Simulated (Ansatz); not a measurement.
**GeHBr (SMILES [GeH][Br]): a rigid scan of the bond length Ge1–Br2**

An exercise on one series of results from a longer session: the logs are not shown, and one member is left open.

The runs use Ansatz 0.2.0, Gaussian basis; single points in def2-TZVPP.

Levels: PBE-D4, r2SCAN-D4, PBE0-D4, B3LYP-D4, wB97M-V, Hartree-Fock, MP2, CCSD, CCSD(T). The scan takes 2.058, 2.140, 2.259, 2.398, 2.552, 2.718, 2.895, 3.081, 3.275 Å.

Cores are frozen in the correlated methods. Filled d shells of the heavier atoms are correlated. B3LYP uses VWN-RPA correlation.

28 further runs of the same task are left out: 28 set aside as unsound or not needed.

## Where the work starts

The minimum, relaxed at PBE0-D4: SMILES `[GeH][Br]`, 3 atoms, charge 0, spin multiplicity 1.

Atoms are counted from 1 here; the program's logs count them from 0.

Bond lengths: Ge1–Br2 2.339 Å, Ge1–H3 1.598 Å. Angles: Br2–Ge1–H3 93.3°.

Coordinates:

```xyz
3
charge 0, multiplicity 1
Ge    0.35944   -0.85991    0.09397
Br    0.67360    1.41722    0.52591
H    -1.04404   -0.62221   -0.63318
```

Energies of the minimum (eV), from earlier single points: PBE-D4 -126562.18653, r2SCAN-D4 -126580.44255, PBE0-D4 -126565.96690, B3LYP-D4 -126583.44984, wB97M-V -126574.10771, CCSD(T) -126503.51336.

At the minimum the bond length Ge1–Br2 is 2.339 Å.

The first run:

File ccsdt-tzvpp/in.yaml:

```yaml
crystal:
  periodic: [false, false, false]
  atoms:
    - {symbol: Ge, position_ang: [0.359439, -0.859912, 0.093971]}
    - {symbol: Br, position_ang: [0.635865, 1.143711, 0.474032]}
    - {symbol: H, position_ang: [-1.044038, -0.622211, -0.633184]}
basis:
  gaussian: {orbitals: def2-TZVPP}
correlation: {method: ccsd_t}
```

No record of the launch command was kept for these runs.

Steps of the session up to this table: Ge1–Br2 = 2.058 Å; Ge1–Br2 = 2.140 Å; Ge1–Br2 = 2.259 Å; Ge1–Br2 = 2.398 Å; Ge1–Br2 = 2.552 Å; Ge1–Br2 = 2.718 Å; Ge1–Br2 = 2.895 Å; Ge1–Br2 = 3.081 Å; Ge1–Br2 = 3.275 Å.

One of the session's tables, all rows but one given; the rest of the session is left out.

It belongs to the step «The curves». Energies less that of the minimum at the same level (meV):

| bond length (Å) | PBE-D4 | PBE0-D4 | B3LYP-D4 | wB97M-V | Hartree-Fock |
| --- | --- | --- | --- | --- | --- |
| 2.058 | 798 | 723 | 821 | 722 | 828 |
| 2.140 | 373 | 320 | 388 | 318 | 385 |
| 2.259 | 65 | 44 | 70 | 42 | 65 |
| 2.339 (minimum) | 0 | 0 | 0 | 0 | 0 |
| 2.398 | 4 | 20 | 1 | 21 | 7 |
| 2.552 | 155 | 209 | 144 | 216 | 172 |
| 2.718 | 448 | 542 | 433 | 557 | 489 |
| 2.895 | 821 | 956 | 805 | 981 | 894 |
| 3.081 | ? | ? | ? | ? | ? |
| 3.275 | 1619 | 1834 | 1616 | 1895 | 1780 |

Q: Estimate the row for bond length (Å) = 3.081 from the others.

Worked estimate for «PBE-D4». A straight line through the neighbours (2.895, 821) and (3.275, 1619) gives 821 + (1619 − 821) × (3.081 − 2.895) / (3.275 − 2.895) = 1212; a parabola fitted to 3 rows on both sides gives 1212.

As computed: PBE-D4: 1223; PBE0-D4: 1398; B3LYP-D4: 1211; wB97M-V: 1438; Hartree-Fock: 1335. In «PBE-D4» the line misses by -11 and the parabola by -11.

Limits of these values: A polynomial through the near points puts the CCSD(T) minimum 0.003 Å below the PBE0-D4 value.
